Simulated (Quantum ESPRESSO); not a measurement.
# HfGe: zone-centre phonons under several settings

```xyz
2
Lattice="3.9335 0.0000 0.0000 -1.9668 3.4065 0.0000 0.0000 0.0000 3.5096" Properties=species:S:1:pos:R:3 pbc="T T T"
Hf    0.0000    0.0000    1.7548
Ge    0.0000    2.2710    1.7548
```

The cell was built by a generator and needn't be a form met in nature.

All runs used Quantum ESPRESSO 7.5; k mesh 7 × 7 × 7; given cell, atoms relaxed; no spin polarisation; occupations cold, width 0.2 eV.

```csv
level,potentials,cutoff (eV),pressure (GPa),lowest optical mode without the field (cm⁻¹),highest optical mode without the field (cm⁻¹)
PBE,GBRV 1.5 PBE,612,37.6,276i,402
PBE,SPMS 1.0 PBE,952,37.3,276i,396
PBE,JTH 2.0 PBE,735,37.3,275i,397
PBE,PseudoDojo 0.4.1 SR PBE standard,1061,37.8,276i,400
PBE,SSSP 1.3 efficiency PBE,816,37.8,276i,401
PBE,SG15 PBE 1.2,952,37.4,274i,395
PBE,Ansatz NC SR PBE,1143,?,?,?
```

Question: What stands in the row left open?

Answer: Pressure 37.5 GPa; lowest optical mode without the field 276i cm⁻¹; highest optical mode without the field 401 cm⁻¹.

Values marked i are imaginary: the cell is unstable against those modes at that level, or the meshes are too thin.

Caveats: the mesh is thin for the phonons of a metal; some modes are imaginary; the cell is more than 3 GPa from zero pressure, which shifts response properties; a pressure of tens of GPa on the cell as given is suspect, and the run, the potentials or the cell itself is likely at fault; before the sum rule the acoustic modes lie tens of cm⁻¹ from zero, a sign that the density grid also shifts the optical modes (some runs).

For the row left open. Caveat: the mesh is thin for the phonons of a metal; some modes are imaginary; the cell is more than 3 GPa from zero pressure, which shifts response properties; a pressure of tens of GPa on the cell as given is suspect, and the run, the potentials or the cell itself is likely at fault.

The runs don't all hold the same shells in valence.
